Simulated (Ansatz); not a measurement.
# GeH₅OSi radical: up Jacob's ladder to CCSD(T)

Aim: compute GeH₅OSi radical with functionals from several rungs and with coupled cluster. The yardstick is the atomisation energy at the CCSD(T) limit.

Computed with Ansatz 0.2.0, Gaussian basis. Level: functionals in def2-TZVPP, the program's frozen cores in correlated methods.

Levels to be run: LDA (SPW92), PBE-D4, revPBE-D4, BLYP-D4, r2SCAN-D4, B97M-V, PBE0-D4, B3LYP-D4, r2SCANh-D4, r2SCAN0-D4, HSE06-D4, BHLYP-D4, CAM-B3LYP-D4, LC-ωPBE, ωB97X-V, ωB97M-V, B2PLYP, PBE-QIDH; CCSD(T)/def2-SVP; CCSD(T)/def2-TZVPP; MP2/def2-QZVPP; extrapolation to the limit; RPA on PBE.

### 1 The geometry

An earlier PBE0-D4 in a triple-zeta def2 set relaxation fixed the geometry.

SMILES `[SiH3][O][GeH2]`, 8 atoms, charge 0, spin multiplicity 2.

Atoms are counted from 1 here; the program's logs count them from 0.

Bond lengths: Si1–O2 1.638 Å, Si1–H4 1.487 Å, Si1–H5 1.490 Å, Si1–H6 1.484 Å, O2–Ge3 1.778 Å, Ge3–H7 1.553 Å, Ge3–H8 1.547 Å. Angles: O2–Si1–H4 110.7°, O2–Si1–H5 110.8°, O2–Si1–H6 108.1°, H4–Si1–H5 108.4°, H4–Si1–H6 109.3°, H5–Si1–H6 109.5°, Si1–O2–Ge3 135.0°, O2–Ge3–H7 107.5°, O2–Ge3–H8 104.7°, H7–Ge3–H8 112.4°.

### 2 LDA

This LDA is Slater exchange with PW92 correlation.

Input file in.yaml:

```yaml
crystal:
  periodic: [false, false, false]
  atoms:
    - {symbol: Si, position_ang: [-0.641807, 1.076869, -0.417204]}
    - {symbol: O, position_ang: [-0.443449, -0.350860, 0.360579]}
    - {symbol: Ge, position_ang: [0.708830, -1.698828, 0.237356]}
    - {symbol: H, position_ang: [-1.400798, 0.885516, -1.681745]}
    - {symbol: H, position_ang: [0.676877, 1.686326, -0.747613]}
    - {symbol: H, position_ang: [-1.398039, 1.988519, 0.476397]}
    - {symbol: H, position_ang: [2.138520, -1.091494, 0.215287]}
    - {symbol: H, position_ang: [0.451965, -2.553147, 1.501143]}
basis:
  gaussian: {orbitals: def2-TZVPP}
magnetization: {spin_polarized: true, initial_magnetization: 1}
hamiltonian: {xc: lda}
output: {orbitals: {seedname: orbitals}}
```

The run is started by

```sh
$ ansatz run in.yaml --threads 4 --pin off --events-out ev --progress --plain --max-ram 10444MiB
```

Further steps of the session: PBE-D4 (GGA); revPBE-D4 (GGA); BLYP-D4 (GGA); r2SCAN-D4 (meta-GGA); B97M-V (meta-GGA); PBE0-D4 (hybrid); B3LYP-D4 (hybrid); r2SCANh-D4 (hybrid); r2SCAN0-D4 (hybrid); HSE06-D4 (hybrid); BHLYP-D4 (hybrid); CAM-B3LYP-D4 (range-separated); LC-ωPBE (range-separated); ωB97X-V (range-separated); ωB97M-V (range-separated); B2PLYP (double hybrid); PBE-QIDH (double hybrid); CCSD(T) in def2-SVP; CCSD(T) in def2-TZVPP; MP2 in def2-QZVPP; RPA on PBE orbitals.

Q: Predict the results of all the runs planned. Wanted: atomisation energy, CCSD(T)/CBS; farthest beyond LDA; mean size of error, GGA; mean size of error, meta-GGA; mean size of error, hybrid; mean size of error, range-separated; mean size of error, double hybrid; gap, smallest and largest; T1 diagnostic.

As calculated:

```
                               quantity                                                                    value
        atomisation energy, CCSD(T)/CBS                                                           565.9 kcal/mol
functionals within 5.7 kcal/mol (1.0 %)  r2SCAN-D4, B97M-V, B3LYP-D4, r2SCANh-D4, CAM-B3LYP-D4, ωB97X-V, ωB97M-V
                    farthest beyond LDA                                               revPBE-D4 (-18.3 kcal/mol)
                mean size of error, GGA                                                            10.9 kcal/mol
           mean size of error, meta-GGA                                                             1.6 kcal/mol
             mean size of error, hybrid                                                             9.3 kcal/mol
    mean size of error, range-separated                                                             4.2 kcal/mol
      mean size of error, double hybrid                                                            10.0 kcal/mol
              gap, smallest and largest                                 0.97 eV (LDA (SPW92)), 8.47 eV (LC-ωPBE)
                          T1 diagnostic                                                                   0.0139
triples share of the correlation energy                                                                    3.3 %
```

**Reading.** The LDA atomisation energy is off by 66.6 kcal/mol (12 %): it overbinds. PBE-D4 is off by -7.4 kcal/mol. Double hybrids carry the basis error of their MP2 part in triple zeta, and no dispersion term here, so their miss is partly the set-up's. The rungs meta-GGA, range-separated miss on average by less than the doubt on the reference (5.7 kcal/mol), so they tie. Misses under about 5.7 kcal/mol are within the doubt on the reference itself, which lacks core-valence correlation, relativity and higher excitations, and its outer-core shells are covered unevenly. Hartree-Fock recovers 73 % of the binding; the rest is correlation. CCSD(T) in def2-SVP is off by -43.6 kcal/mol, which most functionals beat. The gap grows from 1.0 to 8.5 eV across the functionals, mostly with the share of exact exchange. Correlated methods include outer-core shells of Ge, which these sets cover unevenly.
